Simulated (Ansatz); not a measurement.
# H4InOP: basis-set convergence

An exercise on one series of results from a longer session: the logs are not shown, and one member is left open.

The runs use Ansatz 0.2.0, Gaussian basis; one geometry, several basis sets.

Levels to be run: PBE0-D4/def2-SVP; ωB97M-V/def2-SVP; PBE0-D4/def2-QZVPP; ωB97M-V/def2-QZVPP; the functionals' def2-TZVPP values are taken from earlier runs.

**Structure used throughout**

The geometry comes from an earlier relaxation with PBE0-D4 in a triple-zeta def2 set; it is a stationary point, not always the lowest conformer. In takes the def2 core potential; no spin-orbit term is included.

SMILES `O[PH][InH2]`, 7 atoms, charge 0, spin multiplicity 1.

Atoms are counted from 1 here; the program's logs count them from 0.

Bond lengths: O1–P2 1.670 Å, O1–H4 0.960 Å, P2–In3 2.503 Å, P2–H5 1.430 Å, In3–H6 1.723 Å, In3–H7 1.728 Å. Angles: P2–O1–H4 109.0°, O1–P2–In3 100.9°, O1–P2–H5 100.1°, In3–P2–H5 92.3°, P2–In3–H6 120.5°, P2–In3–H7 117.4°, H6–In3–H7 122.0°.

Set-up of the first run:

Input file in.yaml:

```yaml
crystal:
  periodic: [false, false, false]
  atoms:
    - {symbol: O, position_ang: [-1.844520, 0.146896, 0.079173]}
    - {symbol: P, position_ang: [-0.622820, -0.369954, -0.935491]}
    - {symbol: In, position_ang: [1.396882, 0.365878, 0.345930]}
    - {symbol: H, position_ang: [-2.634261, 0.311762, -0.441857]}
    - {symbol: H, position_ang: [-0.483656, -1.722147, -0.492232]}
    - {symbol: H, position_ang: [1.278244, 1.623236, 1.517978]}
    - {symbol: H, position_ang: [2.910131, -0.355671, -0.073501]}
basis:
  gaussian: {orbitals: def2-SVP}
hamiltonian: {xc: pbe0, dispersion: d4}
output: {orbitals: {seedname: orbitals}}
```

Command:

```console
> ansatz run in.yaml --threads 2 --pin off --events-out ev --progress --plain --max-ram 4352MiB
```

Among the steps run: PBE0-D4 in def2-SVP; ωB97M-V in def2-SVP; PBE0-D4 in def2-QZVPP; ωB97M-V in def2-QZVPP.

One of the session's tables, all rows but one given; the rest of the session is left out.

It belongs to the step «Functionals by basis». 

```
functional       basis  HOMO (eV)  LUMO (eV)
   PBE0-D4    def2-SVP      -6.40      -1.72
   PBE0-D4  def2-TZVPP      -6.50      -1.79
   PBE0-D4  def2-QZVPP      -6.53      -1.82
   ωB97M-V    def2-SVP      -8.39      -0.14
   ωB97M-V  def2-TZVPP      -8.52      -0.30
   ωB97M-V  def2-QZVPP          ?          ?
```

Q: Estimate the row for ωB97M-V, def2-QZVPP from the others.

The run gave: HOMO (eV): -8.55; LUMO (eV): -0.34. In the column «HOMO (eV)» it is the lowest.
